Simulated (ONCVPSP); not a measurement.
# An ONCV potential for Tl, from input to tests

Aim: build the potential from the settings below, then test how well it stands in for the atom: other configurations, scattering, ghost states and the plane-wave cutoff that it needs.

The numbers are computed with ONCVPSP 4.0.1 (LDA (Perdew-Wang 92), scalar-relativistic, spin-unpolarised reference atom).

## (1) Starting point

Typed settings, in words:

```
element                 : thallium (Tl, Z = 81)
type                    : optimised norm-conserving Vanderbilt (ONCV)
frozen core             : [Kr] 4d10 4f14
valence charge          : 21
reference configuration : 5s2 5p6 5d10 6s2 6p1
partial waves           : 5s+6s: rc 1.65 bohr, ncon 4, nbas 8, qcut 6.5 1/bohr, 3 projectors, debl 3.3 Ha; 5p+6p: rc 1.30 bohr, ncon 4, nbas 7, qcut 12.4 1/bohr, 2 projectors; 5d: rc 1.20 bohr, ncon 4, nbas 7, qcut 9.2 1/bohr, 2 projectors, debl 0.6 Ha
local potential         : polynomial inside 0.75 bohr (lpopt 5, dvloc0 3 Ha)
core correction         : not asked for
```

An earlier all-electron run gives the scale for the radii.

All-electron outer shells of the reference configuration (LDA (PZ), scalar-relativistic, ld1.x):

```
shell  level (eV)  outermost node (bohr)  outermost maximum (bohr)
   4d     -374.90                   0.19                      0.39
   5s     -131.30                   0.46                      0.80
   4f     -114.41                      –                      0.36
   5p      -76.26                   0.50                      0.90
   5d      -15.62                   0.53                      1.11
   6s       -9.83                   1.04                      2.08
   6p       -2.58                   1.23                      2.91
```

## (2) The generation run

Input file Tl.dat:

```
# ATOM AND REFERENCE CONFIGURATION
# atsym  z   nc   nv     iexc    psfile
  Tl 81.00   10    5  -001012      upf
#
#   n    l    f
    1    0    2.00
    2    0    2.00
    2    1    6.00
    3    0    2.00
    3    1    6.00
    3    2   10.00
    4    0    2.00
    4    1    6.00
    4    2   10.00
    4    3   14.00
    5    0    2.00
    5    1    6.00
    5    2   10.00
    6    0    2.00
    6    1    1.00
#
# PSEUDOPOTENTIAL AND OPTIMIZATION
# lmax
    2
#
#   l,   rc,      ep,       ncon, nbas, qcut
    0    1.65    0.00    4    8    6.50
    1    1.30    0.00    4    7   12.40
    2    1.20    0.00    4    7    9.20
#
# LOCAL POTENTIAL
# lloc, lpopt,  rc(5),   dvloc0
    4    5    0.75    3.00
#
# VANDERBILT-KLEINMAN-BYLANDER PROJECTORs
# l, nproj, debl
    0    3    3.30
    1    2    2.90
    2    2    0.60
#
# MODEL CORE CHARGE
# icmod, fcfact, rcfact
    0    0.00    0.00
#
# LOG DERIVATIVE ANALYSIS
# epsh1, epsh2, depsh
   -6.00    5.00    0.04
#
# OUTPUT GRID
# rlmax, drl
    6.00    0.01
#
# TEST CONFIGURATIONS
# ncnf
    4
# nvcnf
#   n    l    f
    5
    5    0    2.00
    5    1    6.00
    5    2   10.00
    6    0    2.00
    6    1    0.00
#
    5
    5    0    2.00
    5    1    6.00
    5    2   10.00
    6    0    1.00
    6    1    0.00
#
    5
    5    0    2.00
    5    1    6.00
    5    2   10.00
    6    0    0.00
    6    1    0.00
#
    5
    5    0    1.00
    5    1    6.00
    5    2   10.00
    6    0    2.00
    6    1    1.00
#
```

Launch:

```
$ oncvpsp.x < Tl.dat > Tl.out
```

Before running it: what results should come out? Wanted: cutoffs for 1 and 0.1 mHa per electron, occupied waves; bound ghosts; GHOST(+) flags; largest test error; largest phase difference near zero energy, channels read.

As calculated:

| quantity | value |
| --- | --- |
| cutoffs for 1 and 0.1 mHa per electron, occupied waves | 48 Ha and 56 Ha |
| bound ghosts | s at -15.17 eV |
| GHOST(+) flags | p at 236 eV |
| largest test error (AE − PS) | -792 meV, for 5s1 5p6 5d10 6s2 6p1 (1 test unsolved) |
| largest phase difference near zero energy, channels read | 0.000 rad |

What this shows: It has a bound ghost (s), a state that the atom doesn't have, and that rules the file out. The worst unpolarised test, 5s1 5p6 5d10 6s2 6p1, is off by 792 meV on 138.9 eV; by total energies transferability rates as poor. That test lies far up in energy; among those under 40 eV, nearer to bonding, the largest error is 11 meV. Of the tests 1 gave no usable energy difference, which is a warning in itself. The potential is hard: the looser tolerance needs 48 Ha. At the looser tolerance the 5p wave is the slowest; 6p needs 38 Ha. Near zero energy the phases of the channels with partial waves agree within 0.001 rad. The pseudo curves have a pole with no partner nearby in the atom's: s at -0.56 Ha. The program also flags highly localised states, GHOST(+) (p). Note that the frozen 4f shell (-114 eV) lies higher than the valence 5s shell (-131 eV). These are tests on the free atom; a crystal test is still owed.
